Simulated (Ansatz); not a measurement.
Run this with Ansatz's Python interface and show what comes out.

The script, `torsion_ch4bfo.py`:
```python
"""Rigid torsion scan of CH4BFO."""

import ansatz as az
from ase import Atoms

atoms = Atoms(["C", "O", "B", "F", "H", "H", "H", "H"], positions=[
    (-0.2047, 0.95, -0.0649),
    (-0.7627, -0.2686, -0.446),
    (0.1183, -1.2999, 0.056),
    (1.31, -1.7747, -0.7561),
    (-0.212, 1.1078, 1.0134),
    (-0.941, 1.7901, -0.4661),
    (0.774, 1.1879, -0.5266),
    (0.0101, -1.7496, 1.1344),
])

# relax first, so that the scan starts from a minimum
first = (
    az.Crystal.molecule_from_ase(atoms).calculation()
    .basis(gaussian="def2-SVP")
    .functional("B3LYP", dispersion="d3bj")
    .relax(force_tolerance=0.02, max_steps=80)
)
atoms.positions = first.run(threads=1).report["positions_ang"]

start = atoms.get_dihedral(4, 0, 1, 2)
energies = {}
for turn in range(0, 360, 40):
    turned = atoms.copy()
    turned.set_dihedral(4, 0, 1, 2, start + turn, indices=[1, 2, 3, 7])
    model = (
        az.Crystal.molecule_from_ase(turned).calculation()
        .basis(gaussian="def2-SVP")
        .functional("B3LYP", dispersion="d3bj")
    )
    energies[round((start + turn) % 360)] = model.run(threads=1).report["free_energy_ev"]
floor = min(energies.values())
print("dihedral H4-C0-O1-B2 (deg)   E - E(min) (eV)")
for angle, e in sorted(energies.items()):
    print(f"{angle:8d} {(e - floor):14.3f}  " + "#" * int(30 * (e - floor) / max(max(energies.values()) - floor, 1e-9)))
```

Output of `python torsion_ch4bfo.py`:
```text
dihedral H4-C0-O1-B2 (deg)   E - E(min) (eV)
      38          0.026  ################
      78          0.034  ######################
     118          0.013  ########
     158          0.044  ############################
     198          0.046  ##############################
     238          0.013  ########
     278          0.032  ####################
     318          0.028  ##################
     358          0.000
```

Caveats:
- The scan is rigid and the energies are electronic, in a modest basis. With rigid groups the curve can differ much from the relaxed path, the start wasn't checked as a minimum of this torsion, and equivalent turns needn't return to the same energy.
- b3lyp holds the VWN-RPA fit, as in Gaussian; the form of ORCA and Turbomole is b3lyp5.
- By the engine's processor time: 27 s on 1 thread of Intel(R) Xeon(R) Processor @ 2.30GHz, with other jobs on the host, peak memory 0.26 GiB.
